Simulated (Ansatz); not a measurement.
**InGaO2: a trial structure relaxed**

Where does this trial cell of InGaO2 go when cell and atoms are let free?

Program: Ansatz 0.2.0. Level of theory: DFT PBE, scalar-relativistic, plane waves, PAW. These are calculated values, not measurements.

## (1) Starting point

It takes space group Pmmm (No. 47, orthorhombic). Conventional cell: a = 3.161 Å, b = 3.522 Å, c = 5.706 Å, α = 90.00°, β = 90.00°, γ = 90.00°. Around In (site symmetry mmm) lie 4 O at 2.28 Å. Ga (site symmetry mmm) is surrounded by 4 O at 2.11 Å. O (site symmetry mm2) has 2 Ga at 2.11 Å and 2 In at 2.28 Å as nearest neighbours.

As a file:

```
In Ga O
1.0
     3.16144    0.00000    0.00000
     0.00000    3.52200    0.00000
     0.00000    0.00000    5.70641
In Ga O
1 1 2
Direct
  0.50000 0.50000 0.50000
  0.00000 0.00000 0.00000
  0.50000 0.00000 0.24604
  0.50000 0.00000 0.75396
```

Recipe of the guess: species swapped into a database cell of AgPdO2 (Pmmm, No. 47), with In on the Ag sites and Ga on the Pd sites. Its size is a rough estimate.

## (2) A first look at the guess

input.yaml reads:

```yaml
crystal:
  lattice:
    - [3.16144422, 0.0, 0.0]
    - [0.0, 3.52200358, 0.0]
    - [0.0, 0.0, 5.70640739]
  atoms:
    - { symbol: In, position: [0.5, 0.5, 0.5] }
    - { symbol: Ga, position: [0.0, 0.0, 0.0] }
    - { symbol: O, position: [0.5, 0.0, 0.24604253] }
    - { symbol: O, position: [0.5, 0.0, 0.75395747] }
basis:
  ecutwfc: 420
kpoints:
  mp_grid: { grid: [6, 6, 4] }
hamiltonian:
  xc: pbe
scf:
  occupations: { method: gaussian, width: 0.1 }
  lower_state_search: "off"
output:
  forces: true
  stress: true
  eigenvalues: true
```

Started as:

```sh
$ ansatz run input.yaml --threads 1 --pin off --max-ram 2560MiB --backend cpu --events-out ev --progress --plain --runs-dir out
```

Further runs follow: spin check on a coarse mesh; a loose first relaxation; full relaxation.

What does the calculation give? Wanted: conventional cell; volume; energy over the elements; gap on the mesh.

The runs gave:

| quantity | value |
| --- | --- |
| symmetry at the end (tolerance 0.05 Å) | space group Pmmm (No. 47) |
| conventional cell | a = 2.853 Å, b = 3.779 Å, c = 6.088 Å, α = 90.00°, β = 90.00°, γ = 90.00° |
| volume | 16.41 Å³/atom |
| energy over the elements (uncorrected; H, N, O, F and Cl as molecules) | -1.13 eV/atom |
| gap on the mesh | none (metal) |

**Reading.** The space group Pmmm (No. 47) is kept, and the volume per atom grows by 3.3 % from the first guess. It lies below the elements, which doesn't yet make it stable: competing phases were not computed in this session. No finished test with a distortion of lower symmetry is shown, so the end may be a saddle point. A spin-polarised run here lost its starting moments, which speaks against magnetism, though one start doesn't rule it out. Other magnetic orders were not searched.
